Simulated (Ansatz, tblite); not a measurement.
# Ga9As9 zinc blende off disc (Ga9As9H28): which spin state is lowest

Is the singlet the ground state of Ga9As9 zinc blende off disc (Ga9As9H28)? Other spin states are computed and compared level by level.

The runs use Ansatz 0.2.0, Gaussian basis; as each input shows.

Plan: triplet, at the geometry of the singlet (GFN1-xTB, GFN2-xTB, PBE0-D4/def2-TZVP, PBE-D4/def2-TZVP); the singlet's energies come from earlier runs.

1 further run of the same task is left out (set aside as unsound or not needed). Runs told in other sessions of the task aren't counted.

**1. The relaxed structure**

The singlet was relaxed beforehand with PBE-D4/def2-SVP.

46 atoms, charge 0, spin multiplicity 1.

Bond lengths: Ga1–As11 2.570 Å, Ga1–As12 2.476 Å, Ga1–H19 1.577 Å, Ga1–H20 1.585 Å, Ga2–As10 2.514 Å, Ga2–As14 2.520 Å, Ga2–H21 1.579 Å, Ga2–H22 1.571 Å, Ga3–As13 2.528 Å, Ga3–As14 2.513 Å, Ga3–As15 2.437 Å, Ga3–H23 1.575 Å, Ga4–As10 2.500 Å, Ga4–As11 2.467 Å, Ga4–As13 2.500 Å, Ga4–As18 2.408 Å, Ga5–As12 2.508 Å, Ga5–As18 2.530 Å and more. Angles: As11–Ga1–As12 95.1°, As11–Ga1–H19 105.9°, As11–Ga1–H20 98.3°, As12–Ga1–H19 114.1°, As12–Ga1–H20 112.8°, H19–Ga1–H20 124.1°, As10–Ga2–As14 101.7°, As10–Ga2–H21 103.8°, As10–Ga2–H22 109.4°, As14–Ga2–H21 103.1°, As14–Ga2–H22 109.2°, H21–Ga2–H22 126.8°, As13–Ga3–As14 98.1°, As13–Ga3–As15 97.8°, As13–Ga3–H23 110.9°, As14–Ga3–As15 108.2°, As14–Ga3–H23 111.6°, As15–Ga3–H23 125.9° and more.

**2. Triplet at the fixed geometry, GFN1-xTB**

Tight binding, by tblite at 300 K electronic temperature and without a spin-polarisation term:

```python
tblite.interface.Calculator('GFN1-xTB', numbers, positions, charge=0, uhf=2).singlepoint()
```

Energy -1319.5441 eV; 0.51 s.

**3. Triplet at the fixed geometry, GFN2-xTB**

Tight binding, by tblite at 300 K electronic temperature and without a spin-polarisation term:

```python
tblite.interface.Calculator('GFN2-xTB', numbers, positions, charge=0, uhf=2).singlepoint()
```

Energy -1255.7161 eV; 0.63 s.

**4. Triplet at the fixed geometry, PBE0-D4/def2-TZVP**

Contents of in.yaml:

```yaml
crystal:
  periodic: [false, false, false]
  atoms:
    - {symbol: Ga, position_ang: [-4.226971, 2.047642, -0.443232]}
    - {symbol: Ga, position_ang: [-2.043462, -4.231574, 1.668820]}
    - {symbol: Ga, position_ang: [1.988473, -3.719699, -0.302832]}
    - {symbol: Ga, position_ang: [-0.837352, -0.440770, -0.364632]}
    - {symbol: Ga, position_ang: [-1.055613, 2.269262, 2.441454]}
    - {symbol: Ga, position_ang: [1.731639, -0.771509, 2.350472]}
    - {symbol: Ga, position_ang: [2.004660, 2.451474, -0.298444]}
    - {symbol: Ga, position_ang: [-1.539535, 5.158335, -0.716931]}
    - {symbol: Ga, position_ang: [4.667216, -0.982663, -1.182770]}
    - {symbol: As, position_ang: [-2.195910, -1.753710, 1.271925]}
    - {symbol: As, position_ang: [-2.533295, 0.653858, -1.783051]}
    - {symbol: As, position_ang: [-2.517405, 3.392487, 0.740248]}
    - {symbol: As, position_ang: [0.312681, -2.308714, -1.563937]}
    - {symbol: As, position_ang: [0.434946, -4.630692, 1.449276]}
    - {symbol: As, position_ang: [3.272505, -1.902654, 0.690338]}
    - {symbol: As, position_ang: [0.442635, 3.836578, -1.647626]}
    - {symbol: As, position_ang: [3.165849, 0.930868, -1.897162]}
    - {symbol: As, position_ang: [0.563544, 0.964675, 0.999776]}
    - {symbol: H, position_ang: [-5.059717, 2.857520, -1.510071]}
    - {symbol: H, position_ang: [-4.822387, 0.884129, 0.453708]}
    - {symbol: H, position_ang: [-2.627109, -4.861893, 0.343398]}
    - {symbol: H, position_ang: [-2.490944, -4.552690, 3.139989]}
    - {symbol: H, position_ang: [2.563780, -4.864010, -1.219065]}
    - {symbol: H, position_ang: [-1.923797, 1.187502, 3.215193]}
    - {symbol: H, position_ang: [-0.185540, 3.368032, 3.170492]}
    - {symbol: H, position_ang: [0.611227, -1.884810, 2.611773]}
    - {symbol: H, position_ang: [2.594711, -0.151159, 3.512906]}
    - {symbol: H, position_ang: [3.040024, 3.306986, 0.520940]}
    - {symbol: H, position_ang: [-2.445780, 5.444077, -1.979574]}
    - {symbol: H, position_ang: [-0.814676, 6.264723, 0.145145]}
    - {symbol: H, position_ang: [4.663412, -2.023574, -2.372614]}
    - {symbol: H, position_ang: [5.942494, -0.264059, -0.597644]}
    - {symbol: H, position_ang: [-3.649375, -1.465609, 0.902309]}
    - {symbol: H, position_ang: [-2.136537, -0.915437, 2.541724]}
    - {symbol: H, position_ang: [-3.121764, -0.461917, -2.644908]}
    - {symbol: H, position_ang: [-1.760564, 1.363539, -2.890734]}
    - {symbol: H, position_ang: [-3.436880, 4.248745, 1.615103]}
    - {symbol: H, position_ang: [-0.762542, -3.152009, -2.244477]}
    - {symbol: H, position_ang: [0.965397, -1.756947, -2.826271]}
    - {symbol: H, position_ang: [0.553840, -6.146771, 1.300902]}
    - {symbol: H, position_ang: [1.139964, -4.507396, 2.790116]}
    - {symbol: H, position_ang: [4.281865, -2.712341, 1.506344]}
    - {symbol: H, position_ang: [-0.009386, 2.900626, -2.767744]}
    - {symbol: H, position_ang: [1.311076, 4.733731, -2.528095]}
    - {symbol: H, position_ang: [2.069907, 0.419694, -2.830643]}
    - {symbol: H, position_ang: [3.904196, 1.762325, -2.944593]}
basis:
  gaussian: {orbitals: def2-TZVP, fitting: {mean_field: def2-universal-jkfit}}
magnetization: {spin_polarized: true, initial_magnetization: 2}
hamiltonian: {xc: pbe0, dispersion: d4}
scf: {omitted_lower_state_checks: [starts]}
output: {orbitals: {seedname: orbitals}}
```

Command:

```console
ansatz run in.yaml --threads 11 --pin off --events-out ev --progress --plain --max-ram 174080MiB --backend cuda --devices 0, --max-vram 75GiB
```

Output:

```text
Functional definition: PBE0
  name "PBE0"
  cite "Adamo & Barone, J. Chem. Phys. 110, 6158 (1999) doi:10.1063/1.478522"
  cite "Perdew, Burke & Ernzerhof, Phys. Rev. Lett. 77, 3865 (1996) doi:10.1103/PhysRevLett.77.3865"
  parent pbe
  parameter a = 0.25
  parameter kappa = 0.804
  parameter beta = 0.06672455060314922
  exchange = (1 - a)*pbe_x(kappa = kappa, mu = beta*pi^2/3) + a*exact_x
  correlation = pbe_c(beta = beta)
these checks for a lower state are left out or cut short: starts
5292 factors; integrals over basis functions are off by at most 6.3e-1 eV
mean field evaluation 1: about -1019301.8772 eV, gradient 5.1e1 eV
mean field evaluation 2: about -1019298.6117 eV, gradient 6.5e1 eV
mean field evaluation 4: about -1019307.3754 eV, gradient 7.3e0 eV
mean field evaluation 8: about -1019307.7082 eV, gradient 1.5e0 eV
mean field evaluation 16: about -1019307.7518 eV, gradient 8.2e-2 eV
mean field evaluation 32: about -1019307.7538 eV, gradient 3.0e-3 eV
mean field -1019307.75376284 eV, -37458.8690391740 hartree, gradient 3.6e-6 eV, S^2 2.007945; 0 other end points of the search recorded, 0 dependent functions left out
reference -1019307.75384918 eV, -37458.8690423468 hartree; 303, 301 occupied and 729, 731 virtual orbitals, 5292 factors
Total energy: -1019310.94360350 eV, -37458.9862636558 hartree
Checks for a lower state left out: starts
```

It took 35 s on 1 × H100 with 11 threads of AMD EPYC 7R13, shared host; peak host memory 1.9 GiB.

HOMO -2.65 eV, LUMO -5.90 eV (over both spins; with the spin held, an empty level of the minority spin lies below the top filled one); ⟨S²⟩ 2.008 (pure: 2.00).

**5. Triplet at the fixed geometry, PBE-D4/def2-TZVP**

start.molden holds the orbitals of an earlier run on this state, given as this run's starting guess.

Edit in.yaml of step 4 so:

```diff
@@ -50,5 +50,5 @@
 basis:
-  gaussian: {orbitals: def2-TZVP, fitting: {mean_field: def2-universal-jkfit}}
+  gaussian: {orbitals: def2-TZVP, fitting: {mean_field: def2-universal-jkfit}, initial_orbitals: start.molden}
 magnetization: {spin_polarized: true, initial_magnetization: 2}
-hamiltonian: {xc: pbe0, dispersion: d4}
+hamiltonian: {xc: pbe, dispersion: d4}
 scf: {omitted_lower_state_checks: [starts]}
```

The command is unchanged.

Output:

```text
Functional definition: PBE
  name "PBE"
  cite "Perdew, Burke & Ernzerhof, Phys. Rev. Lett. 77, 3865 (1996) doi:10.1103/PhysRevLett.77.3865"
  parent pbe
  parameter kappa = 0.804
  parameter beta = 0.06672455060314922
  exchange = pbe_x(kappa = kappa, mu = beta*pi^2/3)
  correlation = pbe_c(beta = beta)
these checks for a lower state are left out or cut short: starts
5292 factors; integrals over basis functions are off by at most 6.3e-1 eV
mean field evaluation 1: about -1019280.3079 eV, gradient 2.4e1 eV
mean field evaluation 2: about -1019281.2980 eV, gradient 1.2e0 eV
mean field evaluation 4: about -1019281.3459 eV, gradient 3.0e-1 eV
mean field evaluation 8: about -1019281.3567 eV, gradient 1.8e-2 eV
mean field evaluation 16: about -1019281.3567 eV, gradient 2.3e-5 eV
mean field -1019281.35673653 eV, -37457.8989663497 hartree, gradient 9.7e-6 eV, S^2 2.002797; 0 other end points of the search recorded, 0 dependent functions left out
reference -1019281.35685299 eV, -37457.8989706293 hartree; 303, 301 occupied and 729, 731 virtual orbitals, 5292 factors
Total energy: -1019284.84912859 eV, -37458.0273093904 hartree
Checks for a lower state left out: starts
```

Wall time 20 s (1 × H100 with 11 threads of AMD EPYC 7R13, shared host); peak host memory 1.9 GiB.

HOMO -2.25 eV, LUMO -6.12 eV (over both spins; with the spin held, an empty level of the minority spin lies below the top filled one); ⟨S²⟩ 2.003 (pure: 2.00).

**6. Triplet less singlet, vertical**

The singlet's energies are those of its earlier runs, whose logs aren't repeated here.

```
            level  triplet less singlet, vertical (kcal/mol)    time
         GFN1-xTB                                      +86.3  0.85 s
         GFN2-xTB                                      +89.6   1.1 s
 PBE-D4/def2-TZVP                                      +88.1    28 s
PBE0-D4/def2-TZVP                                     +100.8    46 s
```

Times add the two runs; a level without a time comes out of a correlated run. Tight binding without a spin term can't rank spin states.

**7. Outcome**

```
                                                quantity                                        value
triplet less singlet, vertical, functionals in def2-TZVP  +88.1 (PBE-D4) to +100.8 kcal/mol (PBE0-D4)
```

What this shows: All functionals put the triplet above the singlet, over a spread of 12.7 kcal/mol. The checks for a lower triplet were left out, so another state of that spin may lie lower. These are electronic energies, without zero-point motion, entropy or surroundings.
